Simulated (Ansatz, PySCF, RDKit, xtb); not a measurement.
**Which structure has the formula GeSiH3Br?**

Only the formula GeSiH3Br is given. Aim: find the structure of lowest free energy at 298.15 K, then its properties.

Plan: many cheap relaxations first (GFN2-xTB), then density-functional screening, relaxation at PBE0-D3(BJ)/def2-SVP, vibrations and a final energy. The numbers are computed, not measured.

7 further runs of the same task are left out: 7 set aside as unsound or not needed.

## 1. Candidates

All bonding patterns within simple valence rules are listed by program: one Lewis structure each, at most two rings and one unusual centre or charged pair. O–O, O–halogen and N–halogen bonds and N–N–N chains are not drawn. That gives 10 candidates.

```tsv
label	SMILES	spin
c043	[GeH][SiH2]Br	triplet
c060	[SiH3][Ge][Br]	singlet
c154	[SiH][GeH2][Br]	triplet
c242	[GeH3][Si]Br	singlet
c353	[GeH][SiH2]Br	singlet
c523	[GeH3][Si]Br	triplet
c642	[SiH2]=[GeH][Br]	singlet
c696	[SiH3][Ge][Br]	triplet
c925	[SiH][GeH2][Br]	singlet
c993	[GeH2]=[SiH]Br	singlet
```

Candidates are built by distance geometry, with a force field where one applies, in up to four conformers (letters a to d). 16 starts with atoms placed at random are added, to find patterns that the rules miss.

Q: Predict the outcome of this search (final energies at CCSD(T)/def2-TZVP).

| quantity | value |
| --- | --- |
| lowest structure found | [SiH3][Ge][Br], singlet, Cs |
| next finalist | [SiH2]1[GeH][Br]1 ‡, singlet, 6.1 kcal/mol higher in G |
| share at equilibrium, among the finalists | 100.0 % |
| harmonic wavenumbers, lowest and highest (PBE0-D3(BJ)/def2-SVP) | 81 and 2220 cm⁻¹ |
| rotational constants, same geometry | 0.1424, 0.05407, 0.03974 cm⁻¹ |
| dipole moment (PBE0/def2-TZVPD) | 1.60 D |
| HOMO energy (PBE0/def2-TZVPD) | -6.60 eV |
| LUMO energy (PBE0/def2-TZVPD) | -3.38 eV |
| HOMO–LUMO gap (PBE0/def2-TZVPD) | 3.22 eV |
| lowest excitation (TD-CAM-B3LYP/def2-SVPD) | 1.85 eV (f = 0.002) |
| strongest of the states computed, same level | 5.84 eV (f = 0.179) |
| lowest triplet excitation, same level, Tamm-Dancoff | 1.13 eV |
| vertical ionisation energy | 8.48 eV |
| vertical electron affinity | 1.69 eV |
| vertical triplet less singlet | +1.16 eV |

The search ends on `[SiH3][Ge][Br]`. Among the finalists first place is clear (6.1 kcal/mol); structures outside the list aren't covered. GFN2-xTB, r2SCAN-D4/def2-SVP, PBE0-D3(BJ)/def2-SVP, HF/def2-TZVP and MP2/def2-TZVP already put its bonding pattern lowest among the structures in one piece; HF/STO-3G favours the singlet [GeH3][Si]Br. The search is not exhaustive (a finite list of starts, one conformer a finalist), so a lower isomer can't be ruled out. Patterns outside the rules of the enumeration were met only by chance.

‡ marks the bonded skeleton alone, with all bonds drawn single: no Lewis structure was assigned that passes a check against the bond lengths.
